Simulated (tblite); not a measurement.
# C4H13ClOSi3: the cost of one run

Computed with tblite 0.8.0 and PySCF 2.14.0, with density-fitted response routines of our own, on a single molecule in the gas phase. Atoms count from 0, in the outputs and in this text.

## Step 1: Starting geometry

22 atoms, charge 0, multiplicity 1; geometry from: force field or distance geometry start.

Bonds of the start (Å): C0–C1 1.36, C1–Cl2 1.74, C1–Si3 1.87, Si3–O4 1.66, O4–Si5 1.66, Si5–Si6 2.32, Si6–C7 1.85, Si6–C8 1.84, C0–H9 1.07, C0–H10 1.08, Si3–H11 1.49, Si3–H12 1.50, Si5–H13 1.48, Si5–H14 1.49, Si6–H15 1.48, C7–H16 1.10, C7–H17 1.10, C7–H18 1.10, C8–H19 1.10, C8–H20 1.09, C8–H21 1.10.

## Step 2: Optimising the geometry with GFN2-xTB

The job: settings as JSON, then the geometry in Å.

```
{"job": {"kind": "relax", "xc": "GFN2-xTB", "basis": "xTB"}, "charge": 0, "multiplicity": 1}
C      4.354500    -0.724100    -0.043500
C      3.093200    -1.090400    -0.381900
Cl     2.689300    -1.096400    -2.072700
Si     1.812700    -1.579400     0.888300
O      0.893000    -0.304700     1.414800
Si    -0.021800     0.924100     0.765600
Si    -1.742500     0.100400    -0.555400
C     -2.813200    -0.981400     0.502000
C     -2.681300     1.521400    -1.259700
H      5.065000    -0.435300    -0.796600
H      4.684500    -0.688200     0.986500
H      0.903100    -2.620700     0.335400
H      2.485700    -2.175900     2.088800
H     -0.592000     1.720000     1.876900
H      0.853300     1.821900    -0.036400
H     -1.171000    -0.713500    -1.646200
H     -3.643700    -1.396800    -0.086600
H     -2.255800    -1.832300     0.912500
H     -3.254700    -0.425400     1.339200
H     -3.114300     2.150400    -0.466700
H     -2.046200     2.166800    -1.872800
H     -3.508200     1.175500    -1.892100
```

Run with:

```bash
$ OMP_NUM_THREADS=1 python probes_run.py task.json out
```

This one command runs all jobs of the session in turn.

**Question.** How long does this first job take on 1 thread of Intel Xeon at 2.70GHz, shared host?

About 6.9 s.
